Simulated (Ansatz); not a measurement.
# SnH4 (SMILES [SnH4]) at 6 levels

We compute a comparison of 6 runs (UHF/STO-3G, r2SCAN0/STO-3G, UMP2/STO-3G, BCCD(T)/STO-3G, CCSDTQ/STO-3G, FCI/STO-3G) of SnH4. 

The results are computed with Ansatz 0.2.0.

32 further runs of the same task are left out: 3 that didn't finish, 29 set aside as unsound or not needed.

**1. Starting point**

SnH4: 5 atoms, total charge 0, spin state singlet. As SMILES, `[SnH4]`. The H4–Sn1 distance was set to 2.556 Å, away from the relaxed value. At this shape a bond of the SMILES string is far longer than usual.

Bond lengths: Sn1–H2 1.704 Å, Sn1–H3 1.704 Å, Sn1–H5 1.704 Å. Angles: H2–Sn1–H3 109.5°, H2–Sn1–H5 109.5°, H3–Sn1–H5 109.5°.

**2. A single-point energy at UHF/STO-3G (run 1)**

job.yaml reads:

```yaml
crystal:
  periodic: [false, false, false]
  atoms:
    - {symbol: Sn, position_ang: [0.058451, 0.487328, 0.696316]}
    - {symbol: H, position_ang: [0.882341, -0.366162, 1.919216]}
    - {symbol: H, position_ang: [-1.505189, 0.890738, 1.239416]}
    - {symbol: H, position_ang: [-0.116810, -0.974610, -1.392490]}
    - {symbol: H, position_ang: [0.914891, 1.911958, 0.322636]}
basis:
  gaussian:
    orbitals: STO-3G
magnetization:
  spin_polarized: true
  initial_magnetization: 0
hamiltonian:
  xc: hf
accuracy: high
```

On the command line:

```sh
$ ansatz run job.yaml --threads 1 --pin off --max-ram 3480MiB --events-out events.jsonl --progress --plain --runs-dir runs
```

The program printed:

```text
Warning: RAYON_NUM_THREADS=1 ignored (pool sized by the plan → 1); use --threads N
Functional definition: HF
  name "HF"
  exchange = exact_x
  correlation = 0
540 factors; integrals over basis functions are off by at most 4.9e-9 eV
mean field evaluation 1: about -162327.9677 eV, gradient 6.3e0 eV
mean field evaluation 2: about -162327.9316 eV, gradient 6.2e0 eV
mean field evaluation 4: about -162328.5946 eV, gradient 3.2e-1 eV
mean field evaluation 8: about -162328.5946 eV, gradient 2.1e-5 eV
mean field evaluation 16: about -162328.5946 eV, gradient 5.8e-8 eV
mean field evaluation 32: about -162329.2271 eV, gradient 8.4e-1 eV
mean field -162329.23433115 eV, -5965.4893309630 hartree, gradient 1.6e-8 eV, S^2 0.612040; 4 other end points of the search recorded, 0 dependent functions left out
reference -162329.23433115 eV, -5965.4893309630 hartree; 27, 27 occupied and 4, 4 virtual orbitals, 540 factors
Total energy: -162329.23433115 eV, -5965.4893309630 hartree
```

It took 0.7 s on 1 thread of Arm Neoverse V2, shared host; peak memory 0.09 GiB.

**3. A single-point energy at r2SCAN0/STO-3G (run 2)**

molecule.yaml reads:

```yaml
crystal:
  periodic: [false, false, false]
  atoms:
    - {symbol: Sn, position_ang: [0.058451, 0.487328, 0.696316]}
    - {symbol: H, position_ang: [0.882341, -0.366162, 1.919216]}
    - {symbol: H, position_ang: [-1.505189, 0.890738, 1.239416]}
    - {symbol: H, position_ang: [-0.116810, -0.974610, -1.392490]}
    - {symbol: H, position_ang: [0.914891, 1.911958, 0.322636]}
basis:
  gaussian:
    orbitals: STO-3G
hamiltonian:
  xc: {name: r2SCAN0}
magnetization:
  spin_polarized: false
accuracy: high
```

On the command line:

```sh
$ ansatz run molecule.yaml --threads 1 --pin off --max-ram 3480MiB --events-out events.jsonl --progress --plain --runs-dir runs
```

The program printed:

```text
Warning: RAYON_NUM_THREADS=1 ignored (pool sized by the plan → 1); use --threads N
Functional definition: r2SCAN0
  name "r2SCAN0"
  parameter a = 0.25
  parameter k0 = 0.174
  parameter k1 = 0.065
  parameter a1 = 4.9479
  exchange = (1 - a)*r2scan_x(k0 = k0, k1 = k1, a1 = a1) + a*exact_x
  correlation = r2scan_c
540 factors; integrals over basis functions are off by at most 4.9e-9 eV
mean field evaluation 1: about -162393.3798 eV, gradient 1.2e1 eV
mean field evaluation 2: about -162392.5205 eV, gradient 1.6e1 eV
mean field evaluation 4: about -162394.4226 eV, gradient 1.1e-1 eV
mean field evaluation 8: about -162394.3507 eV, gradient 9.7e-4 eV
mean field -162394.35070657 eV, -5967.8823136222 hartree, gradient 1.7e-8 eV, S^2 0.000000; 0 other end points of the search recorded, 0 dependent functions left out
reference -162394.35070691 eV, -5967.8823136347 hartree; 27, 27 occupied and 4, 4 virtual orbitals, 540 factors
Total energy: -162394.35070691 eV, -5967.8823136347 hartree
```

Wall time 3.6 s (1 thread of Arm Neoverse V2, shared host); peak memory 0.13 GiB.

Runs 3 to 5 aren't shown in full; the table further down has their settings and results.

**4. The energy at FCI/STO-3G (run 6)**

Edit molecule.yaml of step 3 so:

```diff
@@ -11,6 +11,5 @@
     orbitals: STO-3G
-hamiltonian:
-  xc: {name: r2SCAN0}
-magnetization:
-  spin_polarized: false
+correlation:
+  method: fci
+  frozen_orbitals: {H: 0, Sn: 18}
 accuracy: high
```

On the command line:

```sh
$ ansatz run molecule.yaml --threads 1 --pin off --max-ram 3480MiB --events-out events.jsonl --progress --plain --runs-dir runs
```

The program printed:

```text
Warning: RAYON_NUM_THREADS=1 ignored (pool sized by the plan → 1); use --threads N
Functional definition: HF
  name "HF"
  exchange = exact_x
  correlation = 0
540 factors; integrals over basis functions are off by at most 4.9e-9 eV
mean field evaluation 1: about -162327.9677 eV, gradient 8.9e0 eV
mean field evaluation 2: about -162327.9316 eV, gradient 8.8e0 eV
mean field evaluation 4: about -162328.5925 eV, gradient 4.5e-1 eV
mean field evaluation 8: about -162328.5946 eV, gradient 3.1e-5 eV
mean field -162328.59455789 eV, -5965.4658197291 hartree, gradient 6.3e-8 eV, S^2 0.000000; 0 other end points of the search recorded, 0 dependent functions left out; unrestricted orbitals would lower it
18 core orbitals not correlated: weight in the atoms' cores, before any rotation towards them, 1.000 or more for the frozen orbitals, at most 0.000 for the correlated occupied ones
reference -162328.59455789 eV, -5965.4658197291 hartree; 9, 9 occupied and 4, 4 virtual orbitals, 540 factors
state -162331.53929843 eV, -5965.5740369480 hartree
Total energy: -162331.53929843 eV, -5965.5740369480 hartree
```

Wall time 1.5 s (1 thread of Arm Neoverse V2, shared host); peak memory 0.11 GiB.

**5. Overview of the runs**

```csv
run,level,frozen core orbitals,energy (Eh),wall time
1,UHF/STO-3G,–,-5965.489331,0.7 s
2,r2SCAN0/STO-3G,–,-5967.882314,3.6 s
3,UMP2/STO-3G,18,-5965.525581,0.77 s
4,BCCD(T)/STO-3G,18,-5965.573538,0.46 s
5,CCSDTQ/STO-3G,18,-5965.574039,5.1 s
6,FCI/STO-3G,18,-5965.574037,1.5 s
```

**6. What came out**

```
                                           quantity           value
                                run 6: total energy  -5965.57404 Eh
run 6: correlation energy (18 core orbitals frozen)      -108.2 mEh
```

**Reading.** Against full CI in this basis: UHF +84.7 mEh; UMP2 +48.5 mEh; BCCD(T) +0.5 mEh; CCSDTQ -0.0 mEh. In runs 4, 5 the log says that unrestricted orbitals would lower the reference, so the values rest on an unstable closed-shell determinant (other closed-shell runs at this shape may share the fault). In runs 1, 2, 3, 4, 5, 6 the basis is minimal, so the values are rough. In runs 1, 2, 3, 4, 5, 6 relativity is left out where basis or elements ask for it. Spin contamination of the reference: run 1 ⟨S²⟩ = 0.61, run 3 ⟨S²⟩ = 0.61. Where it is this large, the reference is a mixture of spin states, and values that rest on it are in doubt. All runs together took 12 s, the longest 5.1 s.
